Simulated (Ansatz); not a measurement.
# BHF2 + HBr: a complex and its separated parts

Aim: how far the complex at one end of a reaction step lies below its separated, relaxed parts, level by level.

Method: PBE0-D4/def2-TZVP structures, single points in def2-TZVPP, no counterpoise correction; program: Ansatz 0.2.0, Gaussian basis.

Levels: SPW92, PBE-D4, BLYP-D4, r2SCAN-D4, B97M-V, PBE0-D4, B3LYP-D4, r2SCAN0-D4, BHLYP-D4, CAM-B3LYP-D4, wB97X-V, wB97M-V, B2PLYP, PBE-QIDH, RPA on PBE, Hartree-Fock, MP2, CCSD, CCSD(T).

Cores are frozen in the correlated methods. Filled d shells of the heavier atoms are correlated. B3LYP uses VWN-RPA correlation. B2PLYP carries no dispersion term here.

20 further runs of the same task are left out: 20 set aside as unsound or not needed.

### 1 Where the work starts

The complex: 6 atoms, charge 0, spin multiplicity 1.

Atoms are counted from 1 here; the program's logs count them from 0.

Bond lengths: B1–F3 1.315 Å, B1–F4 1.315 Å, B1–H6 1.192 Å, Br2–H5 1.421 Å. Angles: F3–B1–F4 118.0°, F3–B1–H6 121.0°, F4–B1–H6 121.0°.

Geometry (Å):

```
B     0.0696   -1.0496    0.4761
Br   -0.7234    1.8697   -0.9932
F    -0.3121   -1.7473   -0.5706
F    -0.7988   -0.8649    1.4456
H     0.5798    2.4321   -0.9237
H     1.1849   -0.6400    0.5660
```

Its parts: BHF2 holds atoms 1, 3, 4, 6; HBr holds atoms 2, 5. Each part counts its atoms afresh in its own runs.

### 2 Relaxing BHF2 alone

relax-a/in.yaml reads:

```yaml
crystal:
  periodic: [false, false, false]
  atoms:
    - {symbol: B, position_ang: [0.069614, -1.049552, 0.476071]}
    - {symbol: F, position_ang: [-0.312117, -1.747329, -0.570616]}
    - {symbol: F, position_ang: [-0.798787, -0.864903, 1.445581]}
    - {symbol: H, position_ang: [1.184884, -0.639954, 0.566008]}
basis:
  gaussian: {orbitals: def2-TZVP}
hamiltonian: {xc: pbe0, dispersion: d4}
relax: {f_tol: 0.005, max_steps: 200}
```

No record of the launch command was kept for these runs.

The runs that follow: Relaxing HBr alone; wB97M-V/def2-TZVPP; CCSD(T)/def2-TZVPP; Vibrations of BHF2; Vibrations of HBr.

What does the calculation give? Wanted: complex less parts, CCSD(T)/def2-TZVPP; with zero-point energy; largest T1 diagnostic.

The runs gave:

```
                              quantity      value
complex less parts, CCSD(T)/def2-TZVPP  -0.062 eV
                with zero-point energy  -0.039 eV
                 largest T1 diagnostic      0.013
```

**Reading.** At CCSD(T) the complex lies 0.062 eV below its parts. CAM-B3LYP-D4 is the best functional here (-0.007 eV from CCSD(T)); SPW92 is the worst (-0.059 eV). Mean unsigned error by rung: LDA 0.059, GGA 0.015, meta-GGA 0.014, hybrid 0.012, range-separated hybrid 0.010, double hybrid 0.022 eV. PBE-D4 gives a relative energy 0.021 eV too low, an error of 34 % of the reference. The complex's frequency run has imaginary modes: the structure is no minimum, so both the energy and the zero-point correction are in doubt. No counterpoise was applied, and triple zeta lacks some correlation, so the CCSD(T) reference has a basis error of its own, and close matches with it are partly luck.
